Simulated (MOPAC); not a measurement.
# C2H4BCl (SMILES ClB1CC1): MNDO

We compute a geometry optimisation of C2H4BCl. 

The calculation is run with MOPAC 23.2.5.

1 further run of the same task is left out (set aside as unsound or not needed).

### 1 The system as given

The species is C2H4BCl (8 atoms), meant as a singlet with charge 0. SMILES: `ClB1CC1`. All atoms were displaced at random from a relaxed shape. The run starts from this shape.

Bond lengths: Cl1–B2 1.733 Å, B2–C3 1.511 Å, B2–C4 1.497 Å, C3–C4 1.567 Å, C3–H5 1.085 Å, C3–H6 1.083 Å, C4–H7 1.101 Å, C4–H8 1.095 Å. Some angles: Cl1–B2–C3 148.4°, Cl1–B2–C4 148.8°, C3–B2–C4 62.8°, B2–C3–C4 58.2°, B2–C4–C3 59.0°, B2–C3–H5 120.5°, B2–C3–H6 120.5°, C4–C3–H5 117.7°, C4–C3–H6 117.2°, B2–C4–H7 120.5°.

### 2 A geometry optimisation at MNDO

calc.mop reads:

```
MNDO PRECISE DISP GNORM=0.01 CYCLES=300 EF BONDS AUX(PRECISION=6) THREADS=1
C2H4BCl

Cl    -2.497321 +1     0.743459 +1    -0.417907 +1
B     -0.854828 +1     0.251412 +1    -0.164575 +1
C      0.572039 +1     0.640941 +1     0.143735 +1
C      0.148071 +1    -0.854733 +1    -0.052516 +1
H      1.197593 +1     1.091874 +1    -0.619193 +1
H      0.853568 +1     0.948515 +1     1.142820 +1
H      0.521866 +1    -1.363760 +1    -0.954650 +1
H      0.183609 +1    -1.488818 +1     0.839491 +1
```

Run with:

```bash
mopac calc.mop
```

Q: Predict the results. Wanted: total energy at the end; dipole moment; HOMO energy; LUMO energy; HOMO–LUMO gap; heat of formation.

**Answer.** As computed:

At MNDO:

| quantity | value |
| --- | --- |
| total energy at the end | -27.09516 Eh |
| dipole moment | 0.85 D |
| HOMO energy | -10.65 eV |
| LUMO energy | 0.14 eV |
| HOMO–LUMO gap | 10.79 eV |
| heat of formation | -5.5 kcal/mol |

What this shows: At the final geometry: Bond lengths: Cl1–B2 1.725 Å, B2–C3 1.516 Å, B2–C4 1.516 Å, C3–C4 1.587 Å, C3–H5 1.098 Å, C3–H6 1.098 Å, C4–H7 1.098 Å, C4–H8 1.098 Å. Some angles: Cl1–B2–C3 148.4°, Cl1–B2–C4 148.4°, C3–B2–C4 63.1°, B2–C3–C4 58.4°, B2–C4–C3 58.4°, B2–C3–H5 122.0°, B2–C3–H6 122.0°, C4–C3–H5 117.5°, C4–C3–H6 117.5°, B2–C4–H7 122.0°. The optimisation took 29 steps and changed the energy by -0.037 eV.
